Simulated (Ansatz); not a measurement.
**InNH6: how energies converge with the basis set**

One table from this session's results is given with a row withheld; the runs are named, their logs left out.

Program: Ansatz 0.2.0, Gaussian basis. Level of theory: one geometry, several basis sets. These are calculated values, not measurements.

Plan: PBE0-D4/def2-SVP; ωB97M-V/def2-SVP; PBE0-D4/def2-QZVPP; ωB97M-V/def2-QZVPP; the functionals' def2-TZVPP values are taken from earlier runs.

### The relaxed structure

An earlier PBE0-D4 in a triple-zeta def2 set relaxation fixed the geometry. In takes the def2 core potential; no spin-orbit term is included.

8 atoms, charge 0, spin multiplicity 1.

Atoms are counted from 1 here; the program's logs count them from 0.

Bond lengths: N1–In2 2.394 Å, N1–H3 1.013 Å, N1–H4 1.013 Å, N1–H5 1.013 Å, In2–H6 1.736 Å, In2–H7 1.736 Å, In2–H8 1.736 Å. Angles: In2–N1–H3 110.9°, In2–N1–H4 110.8°, In2–N1–H5 110.8°, H3–N1–H4 108.1°, H3–N1–H5 108.1°, H4–N1–H5 108.1°, N1–In2–H6 96.2°, N1–In2–H7 96.2°, N1–In2–H8 96.2°, H6–In2–H7 118.8°, H6–In2–H8 118.8°, H7–In2–H8 118.8°.

The first run:

Input file in.yaml:

```yaml
crystal:
  periodic: [false, false, false]
  atoms:
    - {symbol: N, position_ang: [-0.531182, 0.146143, -0.988818]}
    - {symbol: In, position_ang: [0.616209, -0.177907, 1.086900]}
    - {symbol: H, position_ang: [0.069939, -0.080384, -1.772347]}
    - {symbol: H, position_ang: [-1.352992, -0.444054, -1.042433]}
    - {symbol: H, position_ang: [-0.829021, 1.109327, -1.089543]}
    - {symbol: H, position_ang: [-0.700190, 0.311336, 2.107867]}
    - {symbol: H, position_ang: [0.922654, -1.873102, 0.870029]}
    - {symbol: H, position_ang: [1.896783, 0.951640, 0.772445]}
basis:
  gaussian: {orbitals: def2-SVP}
hamiltonian: {xc: pbe0, dispersion: d4}
output: {orbitals: {seedname: orbitals}}
```

The run is started by

```bash
> ansatz run in.yaml --threads 2 --pin off --events-out ev --progress --plain --max-ram 32768MiB --backend cpu
```

Steps of the session up to this table: PBE0-D4 in def2-SVP; ωB97M-V in def2-SVP; PBE0-D4 in def2-QZVPP; ωB97M-V in def2-QZVPP.

One of the session's tables, all rows but one given; the rest of the session is left out.

| functional | basis | HOMO (eV) |
| --- | --- | --- |
| PBE0-D4 | def2-SVP | -7.21 |
| PBE0-D4 | def2-TZVPP | -7.29 |
| PBE0-D4 | def2-QZVPP | -7.31 |
| ωB97M-V | def2-SVP | -9.37 |
| ωB97M-V | def2-TZVPP | -9.51 |
| ωB97M-V | def2-QZVPP | ? |

**Question.** Estimate the row for ωB97M-V, def2-QZVPP.

The run gave: HOMO (eV): -9.53. In the column «HOMO (eV)» it is the lowest.
